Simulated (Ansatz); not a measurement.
# RuF3: a short molecular-dynamics run

A trajectory of RuF3, an amorphous cell with 8 atoms that was not relaxed first: 20 steps of 1.5 fs under a Langevin thermostat and barostat at 1200 K and 0 GPa.

Program: Ansatz 0.2.0. Level of theory: DFT PBE, plane waves, PAW, scalar-relativistic, no spin polarisation. These are calculated values, not measurements.

### 1 The structure to begin with

The cell holds 8 atoms (F6Ru2): a = 5.425 Å, b = 4.460 Å, c = 4.315 Å, α = 87.94°, β = 99.68°, γ = 78.25°.

Coordinates:

```
Ru F
1.0
     5.31971    1.05279    0.13805
     0.07209    4.40705   -0.68301
    -1.00756    0.81144    4.11671
Ru F
2 6
Direct
  0.86381 0.88157 0.20321
  0.39412 0.56583 0.01594
  0.42784 0.95641 0.57782
  0.72509 0.65877 0.70054
  0.24794 0.10050 0.17647
  0.82142 0.37853 0.42854
  0.01464 0.32433 0.83537
  0.21715 0.34982 0.51352
```

### 2 Molecular dynamics

File input.yaml:

```yaml
crystal:
  lattice:
    - [5.319714, 1.052791, 0.138046]
    - [0.07209, 4.407048, -0.683009]
    - [-1.007557, 0.811441, 4.116706]
  atoms:
    - { symbol: Ru, position: [0.863814, 0.881574, 0.203208] }
    - { symbol: Ru, position: [0.394123, 0.565835, 0.015938] }
    - { symbol: F, position: [0.427839, 0.956409, 0.577819] }
    - { symbol: F, position: [0.725092, 0.658772, 0.700543] }
    - { symbol: F, position: [0.247941, 0.100505, 0.176469] }
    - { symbol: F, position: [0.821424, 0.378526, 0.428544] }
    - { symbol: F, position: [0.014635, 0.324333, 0.835375] }
    - { symbol: F, position: [0.21715, 0.349817, 0.513517] }
kpoints:
  mp_grid: { grid: [3, 3, 4] }
magnetization:
  spin_polarized: false
scf:
  occupations: { method: fermi_dirac, width: 0.05 }
hamiltonian:
  pseudopotentials: { kind: paw }
  xc: pbe
basis:
  ecutwfc: 420
md:
  timestep: 1.5
  n_steps: 20
  ensemble: npt_langevin
  temperature: 1200.0
  initial_velocities: maxwell_boltzmann
  seed: 845513
  pressure: 0.0
```

Launch:

```sh
$ ansatz run input.yaml --threads 2 --pin off --max-ram 2560MiB --backend cpu --events-out ev --progress --plain --runs-dir out
```

Q: Predict the outcome of this session. Wanted: temperature, first and last step; temperature, second half; potential energy, second half; largest change of the conserved energy; volume, first and last step; mean square displacement, second half; bonds among non-metal atoms formed or broken.

As calculated:

| quantity | value |
| --- | --- |
| length | 20 steps of 1.5 fs |
| temperature, first and last step | 1050 and 6921 K |
| temperature, second half | mean 6522 K, from 4930 to 7375 K |
| potential energy, second half | -957 meV/atom from the start |
| largest change of the conserved energy | 2.88 meV/atom |
| volume, first and last step | 12.56 and 13.04 Å³/atom |
| mean square displacement, second half | F 0.312, Ru 0.010 Å² |
| bonds among non-metal atoms formed or broken | 0 |

**Reading.** Against a set 1200 K the second half averages 6522 K, going from 4930 to 6921 K over that half. The conserved energy strays from its start by at most 2.88 meV/atom, 0.5 % of the mean kinetic energy, which is good for a step of 1.5 fs. Over the second half F atoms stand 0.6 Å (root mean square) from where they began, and the farthest move is 1.0 Å. The volume changes by +3.8 % from first to last step, and is still moving at the end, so it is no equilibrium value. 30 fs on 8 atoms is far too short and small for converged averages. The k-mesh is coarse for this cell.
